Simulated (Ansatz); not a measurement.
**HfCl4F: one candidate of a structure search**

Aim: relax a trial structure of HfCl4F and see where it ends.

Computed with Ansatz 0.2.0 (DFT PBE, scalar-relativistic, plane waves, PAW, unless a step's input says otherwise).

### Step 1. The system as given

The structure is tetragonal, space group P4/mmm (No. 123). Conventional cell: a = 4.275 Å, b = 4.275 Å, c = 7.152 Å, α = 90.00°, β = 90.00°, γ = 90.00°. Around Hf (site symmetry 4/mmm) lie 10 Cl at 2.87 to 3.10 Å. Cl (site symmetry 4mm) has 1 Cl at 1.41 Å as nearest neighbours. Around F (site symmetry 4/mmm) lie 10 Cl at 2.87 to 3.10 Å.

Coordinates:

```cif
data_structure
_symmetry_space_group_name_H-M 'P 1'
_symmetry_Int_Tables_number 1
_cell_length_a 4.2752
_cell_length_b 4.2752
_cell_length_c 7.1522
_cell_angle_alpha 90.000
_cell_angle_beta 90.000
_cell_angle_gamma 90.000
_cell_volume 130.72
loop_
_atom_site_label
_atom_site_type_symbol
_atom_site_fract_x
_atom_site_fract_y
_atom_site_fract_z
_atom_site_occupancy
Hf1 Hf 0.50000 0.50000 0.50000 1
Cl1 Cl 0.00000 0.00000 0.59845 1
Cl2 Cl 0.50000 0.50000 0.09857 1
Cl3 Cl 0.50000 0.50000 0.90143 1
Cl4 Cl 0.00000 0.00000 0.40155 1
F1 F 0.00000 0.00000 0.00000 1
```

A structure generator made this guess: species swapped into a database cell of LaPrC4 (P4/mmm, No. 123), with Hf on the La sites, F on the Pr sites and Cl on the C sites. Lengths come from tabulated atomic sizes and are only a guess.

### Step 2. Probe: one point on a coarse mesh

input.yaml

```yaml
crystal:
  lattice:
    - [4.2752256, 0.0, 0.0]
    - [0.0, 4.2752256, 0.0]
    - [0.0, 0.0, 7.15219997]
  atoms:
    - { symbol: Hf, position: [0.5, 0.5, 0.5] }
    - { symbol: Cl, position: [0.0, 0.0, 0.59845364] }
    - { symbol: Cl, position: [0.5, 0.5, 0.09857331] }
    - { symbol: Cl, position: [0.5, 0.5, 0.90142669] }
    - { symbol: Cl, position: [0.0, 0.0, 0.40154636] }
    - { symbol: F, position: [0.0, 0.0, 0.0] }
basis:
  ecutwfc: 420
kpoints:
  mp_grid: { grid: [4, 4, 4] }
hamiltonian:
  xc: pbe
scf:
  occupations: { method: gaussian, width: 0.1 }
  lower_state_search: "off"
output:
  forces: true
  stress: true
  eigenvalues: true
```

Started as:

```console
$ ansatz run input.yaml --threads 1 --pin off --max-ram 2560MiB --backend cpu --events-out ev --progress --plain --runs-dir out
```

The session goes on with these runs: rough relaxation on the coarse mesh; final relaxation.

**Question.** What will these runs give? Wanted: conventional cell; volume; energy over the elements; gap on the mesh.

The runs gave:

| quantity | value |
| --- | --- |
| symmetry at the end (tolerance 0.05 Å) | space group P4/mmm (No. 123) |
| conventional cell | a = 4.245 Å, b = 4.245 Å, c = 7.551 Å, α = 90.00°, β = 90.00°, γ = 90.00° |
| volume | 22.68 Å³/atom |
| energy over the elements (uncorrected; H, N, O, F and Cl as molecules) | -0.60 eV/atom |
| gap on the mesh | none (metal) |

The space group P4/mmm (No. 123) is kept, and the volume per atom grows by 4.1 % from the first guess. A negative formation energy is needed for stability but isn't enough; other structures and compounds were not set against it here. No finished test with a distortion of lower symmetry is shown, so the end may be a saddle point. The runs treat Hf without spin-orbit coupling. Spin polarisation is off in the runs that give these values; a magnetic solution could lie lower. Where forces pass 15 eV/Å atoms stand far too close, the PAW spheres overlap strongly and those numbers are rough.
